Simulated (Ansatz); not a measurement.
# Sr2TeS (ordered alloy on rocksalt lattice): testing the settings of optics runs

Aim: run 2 optics inputs for Sr2TeS (ordered alloy on rocksalt lattice) as typed, and read from each log whether it ends well.

Program: Ansatz 0.2.0. Level of theory: plane waves, PAW; the settings change from run to run, as each input shows. These are calculated values, not measurements.

1 further run of the same task is left out (it didn't finish).

**1. The structure to begin with**

It takes space group P4/mmm (No. 123, tetragonal). The conventional cell has a = 4.533 Å, b = 4.533 Å, c = 6.414 Å, α = 90.00°, β = 90.00°, γ = 90.00°. S (site symmetry 4/mmm) has 6 Sr at 3.21 Å as nearest neighbours. Sr (site symmetry 4/mmm) has 4 Te at 3.21 Å and 2 S at 3.21 Å as nearest neighbours. Around Te (site symmetry 4/mmm) lie 6 Sr at 3.21 Å. Around Sr (site symmetry 4/mmm) lie 4 S at 3.21 Å and 2 Te at 3.21 Å.

Coordinates:

```
CELL_PARAMETERS angstrom
4.53336 0.00000 0.00000
0.00000 4.53336 0.00000
0.00000 0.00000 6.41372
ATOMIC_POSITIONS crystal
S 0.00000 0.00000 0.00000
Sr 0.00000 0.00000 0.50000
Te 0.50000 0.50000 0.50000
Sr 0.50000 0.50000 0.00000
```

The cell was relaxed beforehand with r2SCAN; those runs aren't shown. No run includes spin-orbit coupling, which matters for Te.

For scale, an earlier run with the standard settings (PBE, 6×6×4, gaussian width 0.1 eV, scissors 0 eV) gave ε∞ 5.85 (xx, yy), 5.76 (zz); tallest peak of ε₂: 8.2 at 5.05 eV.

**2. Try 1**

input.yaml

```yaml
crystal:
  lattice:
    - [4.5333613764, 0.0, 0.0]
    - [0.0, 4.5333613764, 0.0]
    - [0.0, 0.0, 6.4137235356]
  atoms:
    - { symbol: S, position: [0.0, 0.0, 0.0] }
    - { symbol: Sr, position: [0.0, 0.0, 0.5] }
    - { symbol: Te, position: [0.5, 0.5, 0.5] }
    - { symbol: Sr, position: [0.5, 0.5, 0.0] }
kpoints:
  mp_grid: { grid: [8, 8, 6] }
hamiltonian:
  xc: lda
scf:
  occupations: { method: fixed }
output:
  optics:
    e_range: [2, 20]
    de: 0.05
    sigma: 0.03
    scissors: 0
    scheme: fermi_dirac
    bands: auto
    eta: 0.1
```

Run with:

```console
$ ansatz run input.yaml --threads 4 --pin off --max-ram 3686MiB --backend cpu --events-out ev --progress --plain --runs-dir out
```

The program printed:

```text
Error: YAML parse error: error: line 25 column 5: unknown field `eta`, expected one of e_range, de, sigma, scheme, scissors, drude_damping, nscf_kmesh, kdotp_interpolation, bands, direct_gap_floor, off_mesh_gap_check, smearing_carriers
  --> <input>:25:5
   |
23 |     scheme: fermi_dirac
24 |     bands: auto
25 |     eta: 0.1
   |     ^ unknown field `eta`, expected one of e_range, de, sigma, scheme, scissors, drude_damping, nscf_kmesh, kdotp_interpolation, bands, direct_gap_floor, off_mesh_gap_check, smearing_carriers
26 | checkpoint: { write: ck, compress: false, write_wavefunctions: false,…
   |
```

Wall time 0.03 s (4 threads of Arm Neoverse N1, shared host); peak memory 0.022 GiB.

**Diagnosis.** The program refused the input. Optics has no key eta. Cure: remove it; the width is sigma.

**3. Try 2**

input.yaml, as its differences from that of step 2:

```diff
@@ -18,8 +18,7 @@
   optics:
-    e_range: [2, 20]
-    de: 0.05
-    sigma: 0.03
-    scissors: 0
-    scheme: fermi_dirac
+    e_range: [0, 30]
+    de: 0.1
+    sigma: 0.4
+    scissors: 0.3
+    scheme: gaussian
     bands: auto
-    eta: 0.1
```

Run with:

```console
$ ansatz run input.yaml --threads 4 --pin off --max-ram 3686MiB --backend cpu --events-out ev --progress --plain --runs-dir out
```

The program printed:

```text
Warning: RAYON_NUM_THREADS=4 ignored (pool sized by the plan → 4); use --threads N
Engine: ansatz 0.2.0, aarch64-unknown-linux-gnu
Pseudopotentials: kind: paw
Pseudopotential: S, paw, valence charge 6, recommended cutoff 420 eV (normal), S.paw.azcp
Pseudopotential: Sr, paw, valence charge 10, recommended cutoff 420 eV (normal), Sr.paw.azcp
Pseudopotential: Te, paw, valence charge 16, recommended cutoff 420 eV (normal), Te.paw.azcp
Functional definition: SPW92
  exchange = slater_x
  correlation = pw_c
Crystal: 4 atoms, lattice volume = 131.811 Å³
Basis set: ecut = 420 eV, 2541 PW (Γ)
Bands: 26, of which v1, the nominal top of the filled ones, is band 21 counted from 1 (20 counted from 0)
Symmetry: 16 space group operations
Space group: P4/mmm (ITA 123), of the structure as read, at distance tolerance 5.1e-5 Å
k-points: 60 of 384
Non-local potential: S, projectors of the file, l = 0: 2, l = 1: 2, l = 2: 2
Non-local potential: Sr, projectors of the file, l = 0: 3, l = 1: 2, l = 2: 2
Non-local potential: Te, projectors of the file, l = 0: 2, l = 1: 2, l = 2: 2, l = 3: 2
PAW form: soft (Blöchl's): semilocal exchange-correlation on the pseudo side does not see the compensation charge
PAW frozen core: S, regenerated for the run's functional, and the local potential with it (the file was generated under x = pbe(κ = 0.804, μ = 0.2195149727645171), c = pbe(β = 0.06672455060314922))
PAW frozen core: Sr, regenerated for the run's functional, and the local potential with it (the file was generated under x = pbe(κ = 0.804, μ = 0.2195149727645171), c = pbe(β = 0.06672455060314922))
PAW frozen core: Te, regenerated for the run's functional, and the local potential with it (the file was generated under x = pbe(κ = 0.804, μ = 0.2195149727645171), c = pbe(β = 0.06672455060314922))
PAW one-centre angular grid: S, 110 points (default); XC on 64 Gauss nodes
PAW one-centre angular grid: Sr, 110 points (default); XC on 64 Gauss nodes
PAW one-centre angular grid: Te, 590 points (default); XC on 64 Gauss nodes
Initial density: superposition of atomic densities (neutral atoms: chi_scale 0, normalization atom), corrected by the library's trained network
Initial wavefunctions: pseudopotential atomic-orbital guess
Functional: x = slater, c = lda
SCF iter   1: F=—  HF=-14592.931606 eV  |F-HF|=—  |Δ(HF+E_count)|=         —  Δρ=5.03e-3  dr2=3.84e-2  ethr=1.77e-3  ⟨swp⟩=6.2  Hψ=7141  notcnv=0  defer=158
preconditioner: auto → Resta (q_TF=auto, 2.255 Å⁻¹)  ε∞=2.7  [insulator: Δε(μ)=1.769 eV  Ē_g=13.196 eV  n_scr=28 (ndim 8)  ℏωp=17.1 eV  f_vac=0.000  ε∞_Penn≈2.7]
SCF iter   2: F=—  HF=-14592.922807 eV  |F-HF|=—  |Δ(HF+E_count)|=   8.80e-3  Δρ=2.38e-3  dr2=4.06e-3  ethr=9.14e-5  ⟨swp⟩=2.7  Hψ=2610  notcnv=0  defer=180
SCF iter   3: F=—  HF=-14592.922085 eV  |F-HF|=—  |Δ(HF+E_count)|=   7.22e-4  Δρ=8.01e-4  dr2=6.45e-4  ethr=9.66e-6  ⟨swp⟩=2.8  Hψ=2310  notcnv=0  defer=180
SCF iter   4: F=—  HF=-14592.922009 eV  |F-HF|=—  |Δ(HF+E_count)|=   7.57e-5  Δρ=8.58e-5  dr2=1.08e-5  ethr=1.54e-6  ⟨swp⟩=2.0  Hψ=1788  notcnv=0  defer=179
SCF iter   5: F=—  HF=-14592.922014 eV  |F-HF|=—  |Δ(HF+E_count)|=   4.44e-6  Δρ=2.39e-5  dr2=4.53e-7  ethr=2.57e-8  ⟨swp⟩=2.1  Hψ=2462  notcnv=0  defer=167
SCF iter   6: F=—  HF=-14592.922012 eV  |F-HF|=—  |Δ(HF+E_count)|=   1.93e-6  Δρ=5.00e-6  dr2=3.34e-8  ethr=1.08e-9  ⟨swp⟩=2.0  Hψ=2770  notcnv=0  defer=148
SCF iter   7: F=—  HF=-14592.922012 eV  |F-HF|=—  |Δ(HF+E_count)|=   1.63e-8  Δρ=8.10e-7  dr2=1.05e-9  ethr=7.94e-11  ⟨swp⟩=2.0  Hψ=2750  notcnv=0  defer=148
SCF iter   8: F=—  HF=-14592.922012 eV  |F-HF|=—  |Δ(HF+E_count)|=  3.37e-10  Δρ=1.84e-7  dr2=4.38e-11  ethr=2.51e-12  ⟨swp⟩=2.0  Hψ=2760  notcnv=0  defer=148
SCF iter   9: F=-14592.922012 eV  HF=-14592.922012 eV  |F-HF|=1.82e-12  |Δ(HF+E_count)|=  1.82e-12  Δρ=3.43e-8  dr2=1.19e-12  ethr=1.00e-12  ⟨swp⟩=13.6  Hψ=9021  notcnv=0
SCF 1 converged in 9 iterations: F = -14592.922012 eV  dr2 = 1.19e-12
NSCF: frozen V_eff on 60 k-points
Optics k sum: 0 of 60 k-points
[...]
WARN: the run was ended behind the SCF: a stop after 0 completed Lanczos steps of the optical spectra's completion. The result of record stands; what else was asked for is given out only as far as it was finished by then, or is formed of that. The run will not end as completed
SCF converged after 9 iterations
Free energy (F): -14592.922012 eV
Harris-Foulkes:  -14592.922012 eV  (|F-HF|=1.82e-12)
Internal energy: -14592.922012 eV  (E = F + TS)
E sigma→0 (E₀):  -14592.922012 eV
Fermi energy:    5.845013 eV
--- Per-component energies (eV) ---
  E_band       = -490.881784
  E_kinetic    = 778.628639
  E_local      = -3050.601340  (includes V_loc(G=0)·N_el)
  E_nonlocal   = 136.914891
  E_hartree    = 1318.557926
  E_xc         = -563.716883
  E_vxc        = -516.861496  (∫ρ·V_xc dr)
  E_paw        = -10273.683075  (= ΣΔE_a)
  E_vpaw       = -476.078196  (= ΣTr[D̂ρ^β])
  E_aug_tail   = -0.000184  (compensation charges beyond the density's cutoff)
  E_ewald      = -2940.442116
  E_core_change = 1.420130  (= ΣΔE_core)
  E_smearing   = -0.000000  (= −TS)
  E_closure    = -0.000000  (closes the sum)
  Σ components = -14592.922012   (vs F -14592.922012, Δ=0.00e0)
--- Band table (eV; the first three rows and the last of 60) ---
  k-point 0: bands = ["-29.1680", "-29.1622", "-29.1469", "-29.1469", "-29.1467", "-28.3251", "-28.2716", "-10.4773", "-10.3727", "-10.3727", "-10.2999", "-10.2999", "-10.2773", "-4.6879", "-4.0705", "4.0996", "5.2040", "5.2040", "5.7958", "5.8450", "5.8450", "7.6778", "8.5434", "9.4521", "9.4521", "9.5373"]
  k-point 1: bands = ["-29.1675", "-29.1622", "-29.1469", "-29.1469", "-29.1467", "-28.3254", "-28.2719", "-10.4762", "-10.3702", "-10.3702", "-10.3024", "-10.3024", "-10.2871", "-4.6524", "-4.0481", "4.0104", "5.2189", "5.2189", "5.3394", "5.7664", "5.7664", "7.7459", "8.9062", "9.3629", "9.7027", "9.7027"]
  k-point 2: bands = ["-29.1664", "-29.1622", "-29.1469", "-29.1469", "-29.1467", "-28.3261", "-28.2724", "-10.4730", "-10.3645", "-10.3645", "-10.3078", "-10.3078", "-10.3075", "-4.5798", "-4.0029", "3.8744", "4.6354", "5.2671", "5.2671", "5.6019", "5.6019", "7.9272", "8.9957", "9.3782", "10.3297", "10.3387"]
  k-point 59: bands = ["-29.1690", "-29.1632", "-29.1470", "-29.1470", "-29.1454", "-28.3219", "-28.2621", "-10.4561", "-10.4350", "-10.4350", "-10.3706", "-10.3706", "-10.3023", "-4.4127", "-3.6934", "4.2845", "4.3187", "4.3187", "4.5505", "4.5730", "4.5730", "9.6781", "9.6781", "10.3075", "10.3075", "10.6422"]
Error: SIGTERM received: cancelled by the caller after 0 completed Lanczos steps of the optical spectra's completion, in an analysis behind the self-consistent cycle: that cycle's result was reported, and what else the deck asks for behind it is given out only as far as it was finished by then, or is formed of that: a resume of the run directory makes the rest
```

Wall time 1.9 min (4 threads of Arm Neoverse N1, shared host).

The run hit its time limit.

**4. How the runs ended**

```tsv
try	settings	ended	fault	time
1	LDA, 8×8×6, fermi-dirac width 0.03 eV, scissors 0 eV	refused	optics has no key eta	0.03 s
2	LDA, 8×8×6, gaussian width 0.4 eV, scissors 0.3 eV	out of time		1.9 min
```

**Reading.** 1 refused, 1 out of time. No run passed without a fault or warning, so no result is quoted.
